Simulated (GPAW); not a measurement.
# KPt (P-6m2) in GPAW: equation of state

How stiff is KPt in PBE, and what volume does it want? The cell is scaled to several volumes.

Everything below comes from runs of GPAW 26.7.0. Logs are shortened: lines on timing, memory, paths and dates and some standing lists are left out, and cuts for length are marked. The log counts tension as positive stress, the text compression.

### Step 1. Starting point

The structure is hexagonal, space group P-6m2 (No. 187). Conventional cell: a = 3.001 Å, b = 3.001 Å, c = 5.346 Å, α = 90.00°, β = 90.00°, γ = 120.00°. Around Pt (site symmetry -6m2) lie 6 Pt at 3.00 Å and 6 K at 3.19 Å. K (site symmetry -6m2) has 6 K at 3.00 Å and 6 Pt at 3.19 Å as nearest neighbours.

The cell comes from a database or a generator and needn't be the stable form of this composition.

### Step 2. Equation of state, PBE

The input, run.py:

```python
from ase.eos import EquationOfState
from ase.io import Trajectory, read
from ase.units import GPa
from gpaw import GPAW, PW

atoms = read('KPt.xyz')

traj = Trajectory('eos.traj', 'w')
volumes, energies = [], []
for x in [0.94, 0.96, 0.98, 1.0, 1.02, 1.04, 1.06]:
    a = atoms.copy()
    a.set_cell(atoms.cell * x**(1 / 3), scale_atoms=True)
    calc = GPAW(mode=PW(600),
                xc='PBE',
                kpts={'size': (10, 10, 5), 'gamma': True},
                occupations={'name': 'fermi-dirac', 'width': 0.05},
                nbands=24,
                convergence={'density': 1e-05, 'energy': 1e-05},
                maxiter=150,
                txt=f'eos-{x:.2f}.txt')
    a.calc = calc
    energies.append(a.get_potential_energy(force_consistent=True))
    volumes.append(a.get_volume())
    p = -a.get_stress()[:3].mean() / GPa
    calc.write(f'eos-{x:.2f}.gpw')
    traj.write(a)
    print(f'{x:.2f} {volumes[-1]:10.4f} A^3 {energies[-1]:14.6f} eV {p:9.3f} GPa', flush=True)

v0, e0, B = EquationOfState(volumes, energies, eos='birchmurnaghan').fit()
print(f'V0 = {v0:.4f} A^3, E0 = {e0:.6f} eV, B0 = {B / GPa:.2f} GPa')
```

The input, KPt.xyz:

```xyz
2
Lattice="3.0008472788 0.0000000000 0.0000000000 -1.5004236394 2.5988099763 0.0000000000 0.0000000000 0.0000000000 5.3455780000" Properties=species:S:1:pos:R:3 pbc="T T T"
Pt     1.5004236396      0.8662699920      0.0000000000
K      0.0000000000      0.0000000000      2.6727890000
```

Potentials or basis: GPAW PAW data sets (gpaw-data 1.2.1), pw.

The run is started by

```
OMP_NUM_THREADS=1 python run.py
```

What it wrote:

```text
__  _  _
 | _ |_)|_||  |
 |__||  | ||/\| - 26.7.0

Input parameters:
  mode=PW(ecut=600.0),
  convergence={'density': 1e-05, 'energy': 1e-05},
  kpts=MonkhorstPack(size=(10, 10, 5), gamma=True),
  maxiter=150,
  nbands=24,
  occupations=Occupations(name='fermi-dirac', width=0.05),
  xc=XC(name='PBE')

Diagonalizing LCAO Hamiltonian
Converting LCAO to pw mode

       K

           Pt

Atoms  # Å, Bohr magnetons
|   | symbol |        x |        y |        z |    initial magnetic moments |
|---|--------|----------|----------|----------|-----------------------------|
| 0 |     Pt | 1.469794 | 0.848586 | 0.000000 | ( 0.0000,  0.0000,  0.0000) |
| 1 |      K | 0.000000 | 0.000000 | 2.618227 | ( 0.0000,  0.0000,  0.0000) |

Unit cell  # Å
| periodic |         x |        y |        z |  lengths |     angles |
|----------|-----------|----------|----------|----------|------------|
|      yes |  2.939588 | 0.000000 | 0.000000 | 2.939588 |  90.000000 |
|      yes | -1.469794 | 2.545758 | 0.000000 | 2.939588 |  90.000000 |
|      yes |  0.000000 | 0.000000 | 5.236454 | 5.236454 | 120.000000 |

Number of symmetries: 12
Symmetry operations  # r_c * U_cc + t_c -> r_c
|    | kind |            matrix            |
|----|------|------------------------------|
|  0 |  σ   |  1, 1, 0,  0,-1, 0,  0, 0, 1 |
|  1 |  C2  |  1, 1, 0,  0,-1, 0,  0, 0,-1 |
|  2 |  E   |  1, 0, 0,  0, 1, 0,  0, 0, 1 |
|  3 |  σ   |  1, 0, 0,  0, 1, 0,  0, 0,-1 |
|  4 |  C3  |  0, 1, 0, -1,-1, 0,  0, 0, 1 |
|  5 |  S3  |  0, 1, 0, -1,-1, 0,  0, 0,-1 |
|  6 |  σ   |  0,-1, 0, -1, 0, 0,  0, 0, 1 |
|  7 |  C2  |  0,-1, 0, -1, 0, 0,  0, 0,-1 |
|  8 |  σ   | -1, 0, 0,  1, 1, 0,  0, 0, 1 |
|  9 |  C2  | -1, 0, 0,  1, 1, 0,  0, 0,-1 |
| 10 |  C3  | -1,-1, 0,  1, 0, 0,  0, 0, 1 |
| 11 |  S3  | -1,-1, 0,  1, 0, 0,  0, 0,-1 |

BZ-sampling:
  Number of BZ points: 500
  Number of IBZ points: 42

  Monkhorst-Pack size: [10, 10, 5]
  Monkhorst-Pack shift: [0.05, 0.05, 0.0]

K-points  # in reciprocal-cell coordinates
|     |                                coordinates |     weight |
|-----|--------------------------------------------|------------|
|   0 | (  0.00000000,   0.00000000,   0.00000000) | 0.00200000 |
|   1 | (  0.00000000,   0.00000000,   0.20000000) | 0.00400000 |
|   2 | (  0.00000000,   0.00000000,   0.40000000) | 0.00400000 |
|   3 | (  0.10000000,   0.00000000,   0.00000000) | 0.01200000 |
|   4 | (  0.10000000,   0.00000000,   0.20000000) | 0.02400000 |
|   5 | (  0.10000000,   0.00000000,   0.40000000) | 0.02400000 |
|   6 | (  0.20000000,  -0.10000000,   0.00000000) | 0.01200000 |
|   7 | (  0.20000000,  -0.10000000,   0.20000000) | 0.02400000 |
|   8 | (  0.20000000,  -0.10000000,   0.40000000) | 0.02400000 |
|   9 | (  0.20000000,   0.00000000,   0.00000000) | 0.01200000 |
| ... |                                            |            |
|  41 | (  0.50000000,   0.50000000,   0.40000000) | 0.01200000 |

Plane wave coefficients: 1326
Cutoff: 600.0 eV

Spin-components: 1 (collinear spins)
Bands:           24
Projectors:      11
Spin-degeneracy: 2
Datatype:        complex128

Parallelization:
  kpt:    1
  domain: 1
  band:   1

Density:
  Valence electrons: 25.0
  Components: 1
  Grid points: [18 18 30]
  Charge: 0.0  # |e|

Potential:
  Grid points: [18 18 30]

species:
  Pt:
    name:    Platinum
    Z:       78.0
    valence: 16
    core:    62
    charge:  0.0  # [|e|]
    compensation charges:
      type: gauss
      rc: 0.41  # [Å]
      lmax: 2
    cutoffs:
      filter: 2.26  # [Å]
      core: 2.26  # [Å]
    projectors
    | kind |    occ | energy [eV] | rcut [Å] |
    |------|--------|-------------|----------|
    |   6s |  1.000 |      -5.628 |    1.307 |
    |   5p |  6.000 |     -56.051 |    1.371 |
    |   6p |  0.000 |      -0.845 |    1.371 |
    |   5d |  9.000 |      -6.153 |    1.307 |
    |    s |        |      21.583 |    1.307 |
    |    d |        |      21.058 |    1.307 |

    Using partial waves for Pt as LCAO basis

  K:
    name:    Potassium
    Z:       19.0
    valence: 9
    core:    10
    charge:  0.0  # [|e|]
    compensation charges:
      type: gauss
      rc: 0.35  # [Å]
      lmax: 2
    cutoffs:
      filter: 1.91  # [Å]
      core: 1.27  # [Å]
    projectors
    | kind |    occ | energy [eV] | rcut [Å] |
    |------|--------|-------------|----------|
    |   3s |  2.000 |     -35.338 |    1.122 |
    |   4s |  1.000 |      -2.319 |    1.122 |
    |   3p |  6.000 |     -18.813 |    1.106 |
    |    p |        |       8.398 |    1.106 |
    |    d |        |       0.000 |    0.937 |

    Using partial waves for K as LCAO basis

Reference energy: -516757.615986  # eV

eigensolver:
  PPCG
  Converge bands: occupied
  niter=2

density mixing:
  MSR1-Mixer
  Pratt-step length: 0.05
  Maximum mixing coefficient: 0.75
  Old densities: 10
  SVD Regularization: 0.005
  Good broyden scale: 1.0
  Trust region scale: 1.0
  Backstep threshold: 4.0
  History deletion threshold: 6.0
  Fourier metric: weight=20.0, sigma=0.015

occupation numbers:
  Fermi-Dirac:
    width: 0.0500  # eV

poisson solver:
  ecut: 4800.0  # eV

xc functional:
  name: PBE with 2 nearest neighbor stencil

convergence criteria:
- Maximum integral of absolute [dens]ity change: 1e-05 electrons / valence electron
- Maximum [total energy] change in last 3 cyles: 1e-05 eV / valence electron
- Maximum integral of absolute [eigenst]ate change: 4e-08 eV^2 / valence electron
maximum number of iterations: 150

SCF iterations
|iter     | |      energy | eigst |  dens |
|---------|-|-------------|-------|-------|
|iter:   1| |   -7.627972 | +0.23 |       |
|iter:   2| |   -7.547501 | -1.90 | -1.19 |
|iter:   3| |   -7.067276 | -1.85 | -1.24 |
|iter:   4| |   -7.058408 | -2.84 | -1.88 |
|iter:   5| |   -7.050157 | -3.45 | -1.98 |
|iter:   6| |   -7.051307 | -3.74 | -2.37 |
|iter:   7| |   -7.051335 | -5.39 | -3.26 |
|iter:   8| |   -7.051358c| -5.83 | -3.59 |
|iter:   9| |   -7.051359c| -7.51c| -4.54 |
|iter:  10| |   -7.051360c| -7.99c| -4.82 |
|iter:  11| |   -7.051360c| -9.22c| -5.97c|

Converged in 11 steps
Energy contributions relative to reference atoms: (reference = -516757.615986)

Energy contributions:
  Kinetic:         -11.198041
  Coulomb:          12.949819
  Zero:             -1.216584
  External:          0.000000
  Xc:               -7.580667
  Entropy:          -0.011772
  Spinorbit:         0.000000
  ----------------------------
  Free energy:      -7.057246
  Extrapolated:     -7.051360

dipole moment: (-2.164377, -11.116561, -17.837786)  # |e|*Ang

Fermi level: 8.552
Eigenvalues  # (at kpt = [0.000, 0.000, 0.000])
| band index |      eig [eV] | occ [0-2] |
|------------|---------------|-----------|
|          0 |       -43.457 |     2.000 |
|        ... |               |           |
|          5 |        -6.089 |     2.000 |
|          6 |        -6.089 |     2.000 |
|          7 |         1.828 |     2.000 |
|          8 |         5.037 |     2.000 |
|          9 |         6.004 |     2.000 |
|         10 |         6.004 |     2.000 |
[... 8 lines left out ...]
|         19 |        18.574 |     0.000 |
|         20 |        23.241 |     0.000 |
|        ... |               |           |
|         23 |        28.654 |     0.000 |

No gap
No difference between direct/indirect transitions

Stress tensor  # eV/Ang^3
|         x |         y |         z |
|-----------|-----------|-----------|
| -0.027827 |  0.000000 |  0.000000 |
|  0.000000 | -0.027827 |  0.000000 |
|  0.000000 |  0.000000 | -0.038042 |

# Writing to eos-0.94.gpw (mode='')
```

Run time: 2 min. Hardware: 1 thread of INTEL XEON PLATINUM 8581C at 2.10GHz (Emerald Rapids), shared host; peak memory 0.25 GiB.

Results:

```
Equilibrium volume                        : 21.02 Å³/atom
Bulk modulus at fixed shape and positions : 59 GPa
Pressure derivative of the bulk modulus   : 5.4
```

Energy against volume, from the lowest point:
```tsv
volume (Å³/atom)	energy (meV/atom)
19.593	20.54
20.010	9.70
20.427	3.01
20.844	0.00
21.261	0.18
21.678	3.21
22.095	8.73
```

Caveat: the cell was scaled at fixed shape and fractional positions, which overstates the stiffness of a crystal with free parameters, most of all of layers and chains. Spin-orbit coupling is left out, which matters for the levels of Pt.
